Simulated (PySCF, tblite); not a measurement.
**C₉H₁₂: geometry, infrared bands and NMR shifts**

What infrared bands and NMR shifts should C₉H₁₂ (`C=CC1=C(C=C)CCC1`) show?

The runs use tblite 0.8.0 and PySCF 2.14.0, with density-fitted response routines of our own; the level of theory stands in each step. All values are computed, except where a source is named. Atoms count from 0, in the outputs and in this text.

**1. The molecule as given**

21 atoms, charge 0, multiplicity 1; geometry from: force field or distance geometry start.

Bonds of the start (Å): C0–C1 1.35, C1–C2 1.43, C2–C3 1.36, C3–C4 1.45, C4–C5 1.34, C3–C6 1.50, C6–C7 1.52, C7–C8 1.52, C8–C2 1.51, C0–H9 1.08, C0–H10 1.08, C1–H11 1.09, C4–H12 1.09, C5–H13 1.08, C5–H14 1.10, C6–H15 1.08, C6–H16 1.10, C7–H17 1.10, C7–H18 1.10, C8–H19 1.09, C8–H20 1.09.

**2. Optimising the geometry with GFN2-xTB**

The job: settings as JSON, then the geometry in Å.

```
{"job": {"kind": "relax", "xc": "GFN2-xTB", "basis": "xTB"}, "charge": 0, "multiplicity": 1}
C      2.986000    -0.776900     0.765100
C      1.862400    -0.025300     0.842200
C      0.657300    -0.250400     0.106600
C     -0.468500     0.518500     0.103000
C     -0.709000     1.717300     0.878500
C     -1.814700     2.476500     0.798900
C     -1.503000    -0.043400    -0.832400
C     -0.988400    -1.447000    -1.114100
C      0.507200    -1.412000    -0.842400
H      3.060100    -1.630800     0.110300
H      3.843400    -0.531600     1.367800
H      1.883600     0.808300     1.541600
H      0.068600     2.044600     1.563400
H     -2.639600     2.246200     0.145700
H     -1.900200     3.379400     1.414200
H     -1.553500     0.554600    -1.732200
H     -2.501500    -0.092900    -0.380200
H     -1.221000    -1.777600    -2.140700
H     -1.476700    -2.165100    -0.434000
H      1.073100    -1.223400    -1.757800
H      0.825500    -2.352300    -0.403900
```

Launch:

```
$ OMP_NUM_THREADS=1 python probes_run.py task.json out
```

The driver reads the jobs from task.json and runs them one after another.

**Question.** This job is followed by: GFN2-xTB harmonic vibrations, gas phase; GIAO PBE0/pcSseg-1 NMR shielding, non-relativistic, gas phase. Predict these results of the whole session: strongest single infrared mode (GFN2-xTB); zero-point energy (GFN2-xTB); 13C shifts against TMS (PBE0/pcSseg-1, means over atoms taken as alike); 1H shifts against TMS (PBE0/pcSseg-1, means over atoms taken as alike).

The runs gave:

| quantity | value |
| --- | --- |
| strongest single infrared mode (GFN2-xTB) | 3134 cm⁻¹, 89 km/mol |
| zero-point energy (GFN2-xTB) | 112.4 kcal/mol |
| 13C shifts against TMS (PBE0/pcSseg-1, means over atoms taken as alike) | 147.0, 137.0, 121.3, 37.1, 25.1 ppm |
| 1H shifts against TMS (PBE0/pcSseg-1, means over atoms taken as alike) | 7.24, 5.49, 5.43, 2.67, 1.93 ppm |

The optimisation took 33 steps and gained 0.064 eV; among the close pairs (by a distance rule), C0–C1 changed most, from 1.354 to 1.332 Å. No mode is imaginary among the 57: a minimum at this level. GFN2-xTB is a fitted tight-binding method: band positions and strengths are rough. Its intensities can rank the bands wrongly. H11, H12 (mean) (hydrogen on an alkene CH) lies farthest downfield among hydrogen, at 7.24 ppm; attached to an sp2 carbon and in the plane of the double bond. At PBE0/pcSseg-1: The widest tensor belongs to C1, C4: span 236 ppm, with a paramagnetic part of -203 ppm.
